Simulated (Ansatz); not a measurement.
# C₄H₉FGeO: basis-set convergence

Aim: see how fast density functionals converge with the basis set for C₄H₉FGeO.

Method: one geometry, several basis sets; program: Ansatz 0.2.0, Gaussian basis.

The runs, in order: PBE0-D4/def2-SVP; ωB97M-V/def2-SVP; PBE0-D4/def2-QZVPP; ωB97M-V/def2-QZVPP; the functionals' def2-TZVPP values are taken from earlier runs.

## Step 1: Structure used throughout

An earlier PBE0-D4 in a triple-zeta def2 set relaxation fixed the geometry.

SMILES `CC(C)(C)[O][Ge][F]`, 16 atoms, charge 0, spin multiplicity 1.

Atoms are counted from 1 here; the program's logs count them from 0.

Bond lengths: C1–C2 1.520 Å, C1–H8 1.092 Å, C1–H9 1.092 Å, C1–H10 1.092 Å, C2–C3 1.522 Å, C2–C4 1.522 Å, C2–O5 1.435 Å, C3–H11 1.091 Å, C3–H12 1.092 Å, C3–H13 1.092 Å, C4–H14 1.091 Å, C4–H15 1.092 Å, C4–H16 1.092 Å, O5–Ge6 1.758 Å, Ge6–F7 1.774 Å. Angles: C2–C1–H8 110.6°, C2–C1–H9 110.3°, C2–C1–H10 110.3°, H8–C1–H9 108.6°, H8–C1–H10 108.6°, H9–C1–H10 108.4°, C1–C2–C3 110.6°, C1–C2–C4 110.6°, C1–C2–O5 105.7°, C3–C2–C4 111.0°, C3–C2–O5 109.4°, C4–C2–O5 109.4°, C2–C3–H11 110.7°, C2–C3–H12 110.3°, C2–C3–H13 110.2°, H11–C3–H12 108.4°, H11–C3–H13 109.0°, H12–C3–H13 108.2° and more.

Geometry (Å):

```
C     0.4328    0.4359    1.6119
C     0.0865    0.1428    0.1614
C     0.8665   -1.0625   -0.3426
C    -1.4113   -0.0716    0.0010
O     0.4822    1.3081   -0.5760
Ge    0.4441    1.8057   -2.2617
F    -0.2902    0.3819   -3.0242
H     0.1625   -0.4082    2.2506
H     1.5035    0.6217    1.7157
H    -0.1049    1.3205    1.9585
H     0.6198   -1.2735   -1.3842
H     0.6277   -1.9460    0.2540
H     1.9400   -0.8767   -0.2619
H    -1.6616   -0.2819   -1.0398
H    -1.7419   -0.9147    0.6122
H    -1.9557    0.8184    0.3251
```

## Step 2: PBE0-D4 in def2-SVP

in.yaml reads:

```yaml
crystal:
  periodic: [false, false, false]
  atoms:
    - {symbol: C, position_ang: [0.432775, 0.435890, 1.611856]}
    - {symbol: C, position_ang: [0.086536, 0.142848, 0.161387]}
    - {symbol: C, position_ang: [0.866504, -1.062507, -0.342595]}
    - {symbol: C, position_ang: [-1.411305, -0.071624, 0.001029]}
    - {symbol: O, position_ang: [0.482201, 1.308068, -0.575952]}
    - {symbol: Ge, position_ang: [0.444103, 1.805713, -2.261735]}
    - {symbol: F, position_ang: [-0.290198, 0.381883, -3.024180]}
    - {symbol: H, position_ang: [0.162452, -0.408177, 2.250552]}
    - {symbol: H, position_ang: [1.503543, 0.621736, 1.715744]}
    - {symbol: H, position_ang: [-0.104926, 1.320536, 1.958500]}
    - {symbol: H, position_ang: [0.619835, -1.273524, -1.384166]}
    - {symbol: H, position_ang: [0.627679, -1.945968, 0.254013]}
    - {symbol: H, position_ang: [1.940027, -0.876739, -0.261867]}
    - {symbol: H, position_ang: [-1.661646, -0.281872, -1.039810]}
    - {symbol: H, position_ang: [-1.741862, -0.914666, 0.612167]}
    - {symbol: H, position_ang: [-1.955697, 0.818384, 0.325067]}
basis:
  gaussian: {orbitals: def2-SVP}
hamiltonian: {xc: pbe0, dispersion: d4}
output: {orbitals: {seedname: orbitals}}
```

The runs that follow: ωB97M-V in def2-SVP; PBE0-D4 in def2-QZVPP; ωB97M-V in def2-QZVPP.

Q: Predict the results of all the runs planned. Wanted: PBE0-D4: double and triple zeta above quadruple; ωB97M-V: double and triple zeta above quadruple.

As calculated:

```
                                       quantity           value
PBE0-D4: double and triple zeta above quadruple  19.38, 1.74 eV
ωB97M-V: double and triple zeta above quadruple  19.73, 1.68 eV
```

PBE0-D4 gains 17.64 eV from double to triple zeta, then 1.74 eV more. These are total energies; as a rule much of such shifts cancels in differences, which this series doesn't test.
